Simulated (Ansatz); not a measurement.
# YTlO2: the cost of one run

Program: Ansatz 0.2.0. Level of theory: DFT PBEsol, scalar-relativistic, plane waves, PAW. These are calculated values, not measurements.

1 further run of the same task is left out (set aside as unsound or not needed).

### Step 1. The system as given

The structure is trigonal, space group R-3m (No. 166). The conventional cell has a = 3.503 Å, b = 3.503 Å, c = 19.526 Å, α = 90.00°, β = 90.00°, γ = 120.00°. Y (site symmetry -3m) is surrounded by 6 O at 2.31 Å. Around Tl (site symmetry -3m) lie 6 O at 2.94 Å. O (site symmetry 3m) is surrounded by 3 Y at 2.31 Å and 3 Tl at 2.94 Å.

Coordinates:

```cif
data_structure
_symmetry_space_group_name_H-M 'R-3m:H'
_symmetry_Int_Tables_number 166
_cell_length_a 3.5031
_cell_length_b 3.5031
_cell_length_c 19.5258
_cell_angle_alpha 90.000
_cell_angle_beta 90.000
_cell_angle_gamma 120.000
_cell_volume 207.51
loop_
_atom_site_label
_atom_site_type_symbol
_atom_site_symmetry_multiplicity
_atom_site_Wyckoff_symbol
_atom_site_fract_x
_atom_site_fract_y
_atom_site_fract_z
_atom_site_occupancy
Y1 Y 3 b 0.66667 0.33333 0.83333 1
Tl1 Tl 3 a 0.00000 0.00000 0.00000 1
O1 O 6 c 0.00000 0.00000 0.77627 1
```

It goes back to an entry of the Materials Project, which need not be the stable form.

This cell was relaxed beforehand with the same method: volume 17.29 Å³/atom, gap on the mesh 1.63 eV.

### Step 2. Relaxing with PBEsol

File input.yaml:

```yaml
crystal:
  lattice:
    - [1.751539565, 1.0112518393, 6.5085974139]
    - [-1.751539565, 1.0112518393, 6.5085974139]
    - [0.0, -2.0225036787, 6.5085974139]
  atoms:
    - { symbol: "Y", position: [0.5, 0.5, 0.5] }
    - { symbol: Tl, position: [0.0, 0.0, 0.0] }
    - { symbol: O, position: [0.7762707628, 0.7762707628, 0.7762707628] }
    - { symbol: O, position: [0.2237292372, 0.2237292372, 0.2237292372] }
basis:
  ecutwfc: 420
kpoints:
  mp_grid: { grid: [9, 9, 9] }
hamiltonian:
  xc: pbesol
scf:
  occupations: { method: gaussian, width: 0.02 }
output:
  forces: true
  stress: true
  eigenvalues: true
relax:
  adjacent_minimum: "off"
  f_tol: 0.005
  max_steps: 50
  cell: { stress_tol: 0.05 }
```

The run is started by

```bash
> ansatz run input.yaml --threads 1 --pin off --max-ram 2560MiB --backend cpu --events-out ev --progress --plain --runs-dir out
```

What time and memory should one allow on 1 thread of an Arm CPU, shared host?

About 51 s, with a peak of 0.49 GiB.
